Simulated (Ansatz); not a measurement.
# C₂H₇GaO: how energies converge with the basis set

One table from this session's results is given with a row withheld; the runs are named, their logs left out.

Program: Ansatz 0.2.0, Gaussian basis. Level of theory: one geometry, several basis sets. These are calculated values, not measurements.

Levels to be run: PBE0-D4/def2-SVP; ωB97M-V/def2-SVP; PBE0-D4/def2-QZVPP; ωB97M-V/def2-QZVPP; the functionals' def2-TZVPP values are taken from earlier runs.

## The geometry

The geometry comes from an earlier relaxation with PBE0-D4 in a triple-zeta def2 set; it is a stationary point, not always the lowest conformer.

SMILES `OC[CH2][GaH2]`, 11 atoms, charge 0, spin multiplicity 1.

Atoms are counted from 1 here; the program's logs count them from 0.

Bond lengths: O1–C2 1.461 Å, O1–H5 0.961 Å, C2–C3 1.510 Å, C2–H6 1.093 Å, C2–H7 1.094 Å, C3–Ga4 2.012 Å, C3–H8 1.090 Å, C3–H9 1.090 Å, Ga4–H10 1.571 Å, Ga4–H11 1.579 Å. Angles: C2–O1–H5 111.7°, O1–C2–C3 104.3°, O1–C2–H6 108.7°, O1–C2–H7 107.8°, C3–C2–H6 111.4°, C3–C2–H7 115.4°, H6–C2–H7 108.9°, C2–C3–Ga4 94.7°, C2–C3–H8 112.3°, C2–C3–H9 112.3°, Ga4–C3–H8 115.5°, Ga4–C3–H9 112.6°, H8–C3–H9 108.9°, C3–Ga4–H10 121.6°, C3–Ga4–H11 117.5°, H10–Ga4–H11 120.2°.

The first run:

File in.yaml:

```yaml
crystal:
  periodic: [false, false, false]
  atoms:
    - {symbol: O, position_ang: [-1.283549, 0.347205, 0.013824]}
    - {symbol: C, position_ang: [-0.037883, 1.021174, 0.374060]}
    - {symbol: C, position_ang: [1.038853, 0.191469, -0.284397]}
    - {symbol: Ga, position_ang: [-0.093230, -1.466783, -0.420601]}
    - {symbol: H, position_ang: [-1.971474, 0.498632, 0.668075]}
    - {symbol: H, position_ang: [0.062026, 1.013310, 1.462909]}
    - {symbol: H, position_ang: [-0.106534, 2.057835, 0.031678]}
    - {symbol: H, position_ang: [1.930275, 0.102208, 0.335725]}
    - {symbol: H, position_ang: [1.324746, 0.584657, -1.260323]}
    - {symbol: H, position_ang: [-0.581206, -2.018772, -1.808460]}
    - {symbol: H, position_ang: [-0.282016, -2.330925, 0.887520]}
basis:
  gaussian: {orbitals: def2-SVP}
hamiltonian: {xc: pbe0, dispersion: d4}
output: {orbitals: {seedname: orbitals}}
```

Among the steps run: PBE0-D4 in def2-SVP; ωB97M-V in def2-SVP; PBE0-D4 in def2-QZVPP; ωB97M-V in def2-QZVPP.

One of the session's tables, all rows but one given; the rest of the session is left out.

```
functional       basis  HOMO (eV)  LUMO (eV)
   PBE0-D4    def2-SVP          ?          ?
   PBE0-D4  def2-TZVPP      -7.27      -0.34
   PBE0-D4  def2-QZVPP      -7.28      -0.51
   ωB97M-V    def2-SVP      -9.41       1.58
   ωB97M-V  def2-TZVPP      -9.47       1.22
   ωB97M-V  def2-QZVPP      -9.48       0.79
```

Estimate the missing values for PBE0-D4, def2-SVP.

**Answer.** HOMO (eV): -7.23; LUMO (eV): -0.09. In the column «HOMO (eV)» it is the highest.
